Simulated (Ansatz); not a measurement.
**C2H5BN2: one species, many methods**

Aim: compute C2H5BN2 with functionals from several rungs and with coupled cluster. The yardstick is the atomisation energy at the CCSD(T) limit.

The runs use Ansatz 0.2.0, Gaussian basis; functionals in def2-TZVPP, the program's frozen cores in correlated methods.

Plan: LDA (SPW92), PBE-D4, revPBE-D4, BLYP-D4, r2SCAN-D4, B97M-V, PBE0-D4, B3LYP-D4, r2SCANh-D4, r2SCAN0-D4, HSE06-D4, BHLYP-D4, CAM-B3LYP-D4, LC-ωPBE, ωB97X-V, ωB97M-V, B2PLYP, PBE-QIDH; CCSD(T)/def2-SVP; CCSD(T)/def2-TZVPP; MP2/def2-QZVPP; extrapolation to the limit; RPA on PBE.

## 1. The relaxed structure

An earlier PBE0-D4 in a triple-zeta def2 set relaxation fixed the geometry.

10 atoms, charge 0, spin multiplicity 1.

Atoms are counted from 1 here; the program's logs count them from 0.

Bond lengths: B1–C2 1.571 Å, B1–N5 1.390 Å, B1–H6 1.191 Å, C2–N3 1.284 Å, C2–H7 1.089 Å, N3–C4 1.435 Å, C4–N5 1.446 Å, C4–H8 1.097 Å, C4–H9 1.097 Å, N5–H10 1.005 Å. Angles: C2–B1–N5 101.4°, C2–B1–H6 132.9°, N5–B1–H6 125.7°, B1–C2–N3 111.5°, B1–C2–H7 130.7°, N3–C2–H7 117.8°, C2–N3–C4 109.1°, N3–C4–N5 107.5°, N3–C4–H8 109.1°, N3–C4–H9 109.1°, N5–C4–H8 111.9°, N5–C4–H9 111.9°, H8–C4–H9 107.4°, B1–N5–C4 110.5°, B1–N5–H10 129.4°, C4–N5–H10 120.1°.

Geometry (Å):

```
atom     x (Å)     y (Å)     z (Å)
  B1   0.10396   1.13483  -0.45797
  C2   1.18328   0.50954   0.49790
  N3   0.86873  -0.68585   0.84511
  C4  -0.37789  -1.03971   0.22983
  N5  -0.81224   0.09452  -0.55575
  H6   0.01289   2.19359  -0.99555
  H7   2.11158   0.92371   0.88759
  H8  -0.23100  -1.93392  -0.38836
  H9  -1.10258  -1.29791   1.01181
 H10  -1.67352   0.05010  -1.07171
```

## 2. LDA

This LDA is Slater exchange with PW92 correlation.

The input, in.yaml:

```yaml
crystal:
  periodic: [false, false, false]
  atoms:
    - {symbol: B, position_ang: [0.103962, 1.134827, -0.457969]}
    - {symbol: C, position_ang: [1.183277, 0.509537, 0.497900]}
    - {symbol: N, position_ang: [0.868726, -0.685851, 0.845108]}
    - {symbol: C, position_ang: [-0.377890, -1.039709, 0.229827]}
    - {symbol: N, position_ang: [-0.812236, 0.094521, -0.555747]}
    - {symbol: H, position_ang: [0.012891, 2.193585, -0.995553]}
    - {symbol: H, position_ang: [2.111584, 0.923714, 0.887591]}
    - {symbol: H, position_ang: [-0.231004, -1.933919, -0.388357]}
    - {symbol: H, position_ang: [-1.102585, -1.297909, 1.011808]}
    - {symbol: H, position_ang: [-1.673525, 0.050104, -1.071708]}
basis:
  gaussian: {orbitals: def2-TZVPP}
hamiltonian: {xc: lda}
output: {orbitals: {seedname: orbitals}}
```

Run with:

```
> ansatz run in.yaml --threads 2 --pin off --events-out ev --progress --plain --max-ram 4352MiB
```

Further steps of the session: PBE-D4 (GGA); revPBE-D4 (GGA); BLYP-D4 (GGA); r2SCAN-D4 (meta-GGA); B97M-V (meta-GGA); PBE0-D4 (hybrid); B3LYP-D4 (hybrid); r2SCANh-D4 (hybrid); r2SCAN0-D4 (hybrid); HSE06-D4 (hybrid); BHLYP-D4 (hybrid); CAM-B3LYP-D4 (range-separated); LC-ωPBE (range-separated); ωB97X-V (range-separated); ωB97M-V (range-separated); B2PLYP (double hybrid); PBE-QIDH (double hybrid); CCSD(T) in def2-SVP; CCSD(T) in def2-TZVPP; MP2 in def2-QZVPP; RPA on PBE orbitals.

**Question.** What will the summary of the whole plan be? Wanted: atomisation energy, CCSD(T)/CBS; farthest beyond LDA; mean size of error, GGA; mean size of error, meta-GGA; mean size of error, hybrid; mean size of error, range-separated; mean size of error, double hybrid; gap, smallest and largest; T1 diagnostic.

The runs gave:

| quantity | value |
| --- | --- |
| atomisation energy, CCSD(T)/CBS | 42.820 eV |
| functionals within 0.214 eV (0.5 %) | r2SCANh-D4, B2PLYP, PBE-QIDH |
| farthest beyond LDA | PBE-D4 (+1.847 eV) |
| mean size of error, GGA | 1.041 eV |
| mean size of error, meta-GGA | 0.281 eV |
| mean size of error, hybrid | 0.617 eV |
| mean size of error, range-separated | 0.472 eV |
| mean size of error, double hybrid | 0.062 eV |
| gap, smallest and largest | 3.68 eV (LDA (SPW92)), 11.37 eV (LC-ωPBE) |
| T1 diagnostic | 0.0147 |
| triples share of the correlation energy | 4.5 % |

What this shows: LDA overbinds by 7.273 eV (17 %). PBE-D4 misses by +1.847 eV. Double hybrids carry the basis error of their MP2 part in triple zeta, and no dispersion term here, so their miss is partly the set-up's. Taken by rung, double hybrid functionals do best (0.062 eV on average) and GGA ones worst beyond LDA (1.041 eV). Misses under about 0.214 eV are within the doubt on the reference itself, which lacks core-valence correlation, relativity and higher excitations. Hartree-Fock recovers 70 % of the binding; the rest is correlation. CCSD(T) in def2-SVP is off by -2.069 eV, more than most functionals: a good method in a small basis is no reference. Orbital gaps span 3.7 to 11.4 eV; exact exchange widens them. The restricted reference is unstable towards a spin-broken one.
